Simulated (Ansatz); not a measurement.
# C2HF (fluoroacetylene): HSE06/STO-3G

Aim: the electronic atomisation energy of C2HF (fluoroacetylene) at HSE06/STO-3G, from 4 runs. 

Program for the calculation: Ansatz 0.2.0.

49 further runs of the same task are left out: 5 that didn't finish, 44 set aside as unsound or not needed.

### Step 1. Starting point

The species is C2HF (4 atoms), meant as a singlet with charge 0. As SMILES, `C#CF`. The coordinates come from a PBE0-D4/def2-TZVP relaxation.

Bond lengths: C1–C2 1.192 Å, C2–F3 1.270 Å, C1–H4 1.063 Å. Angles: C1–C2–F3 180.0°, C2–C1–H4 180.0°.

### Step 2. A single-point energy at HSE06/STO-3G

job.yaml

```yaml
crystal:
  periodic: [false, false, false]
  atoms:
    - {symbol: C, position_ang: [-0.361030, 0.453110, -0.290220]}
    - {symbol: C, position_ang: [0.303270, -0.380840, 0.243810]}
    - {symbol: F, position_ang: [1.010600, -1.269010, 0.812300]}
    - {symbol: H, position_ang: [-0.952830, 1.196740, -0.765890]}
basis:
  gaussian:
    orbitals: STO-3G
magnetization:
  spin_polarized: false
hamiltonian:
  xc: hse06
accuracy: high
```

Started as:

```sh
ansatz run job.yaml --threads 1 --pin off --max-ram 3480MiB --events-out events.jsonl --progress --plain --runs-dir runs
```

Standard output:

```text
Warning: RAYON_NUM_THREADS=1 ignored (pool sized by the plan → 1); use --threads N
Functional definition: HSE06
  name "HSE06"
  parameter a = 0.25
  parameter omega = 0.11/bohr
  exchange = pbe_x - a*pbe_x_sr(omega) + a*exact_x_sr(omega)
  correlation = pbe_c
270 factors; integrals over basis functions are off by at most 3.6e-8 eV
45 factors; integrals over basis functions are off by at most 4.0e-10 eV
mean field evaluation 1: about -4732.4820 eV, gradient 2.3e1 eV
mean field evaluation 2: about -4726.4992 eV, gradient 5.1e1 eV
mean field evaluation 4: about -4733.9697 eV, gradient 1.2e0 eV
mean field evaluation 8: about -4733.9205 eV, gradient 2.4e-3 eV
mean field evaluation 16: about -4733.9205 eV, gradient 3.0e-8 eV
mean field -4733.92046807 eV, -173.9683684349 hartree, gradient 3.0e-8 eV, S^2 0.000000; 0 other end points of the search recorded, 0 dependent functions left out
reference -4733.92046937 eV, -173.9683684828 hartree; 11, 11 occupied and 5, 5 virtual orbitals, 270 factors
Total energy: -4733.92046937 eV, -173.9683684828 hartree
```

Run time: 1 s. Hardware: 1 thread of Intel Xeon Platinum 8259CL at 2.50GHz (Skylake/Cascade Lake), shared host.

### Step 3. The C atom, same level

in.yaml

```yaml
basis:
  gaussian:
    orbitals: STO-3G
crystal:
  periodic: [false, false, false]
  atoms:
    - {symbol: C, position_ang: [0.000000, 0.000000, 0.000000]}
hamiltonian:
  xc: {name: HSE06}
magnetization:
  spin_polarized: true
  initial_magnetization: 2
accuracy: high
```

Run the same way, it converges to -37.30100 Eh (log not shown).

### Step 4. The F atom

job.yaml

```yaml
basis:
  gaussian: {orbitals: STO-3G}
crystal:
  periodic: [false, false, false]
  atoms:
    - {symbol: F, position_ang: [0.000000, 0.000000, 0.000000]}
accuracy: high
magnetization: {spin_polarized: true, initial_magnetization: 1}
hamiltonian: {xc: {name: HSE06}}
```

Run the same way, it converges to -98.19947 Eh (log not shown).

### Step 5. The H atom

input.yaml

```yaml
basis:
  gaussian:
    orbitals: STO-3G
crystal:
  periodic: [false, false, false]
  atoms:
    - symbol: H
      position_ang: [0.000000, 0.000000, 0.000000]
magnetization:
  spin_polarized: true
  initial_magnetization: 1
hamiltonian:
  xc: hse06
accuracy: high
```

Run the same way, it converges to -0.46620 Eh (log not shown).

### Step 6. Results

Level: HSE06/STO-3G.

```
                     quantity          value
       molecule: total energy  -173.96837 Eh
         C atom: total energy   -37.30100 Eh
                 C atom: ⟨S²⟩          2.000
         F atom: total energy   -98.19947 Eh
                 F atom: ⟨S²⟩          0.750
         H atom: total energy    -0.46620 Eh
                 H atom: ⟨S²⟩          0.750
electronic atomisation energy      19.067 eV
```

**Reading.** Taking the molecule apart into free atoms costs 19.07 eV (1840 kJ/mol), before zero-point energy and without spin-orbit coupling. In a minimal basis such a difference can be off by several eV, whatever the method.
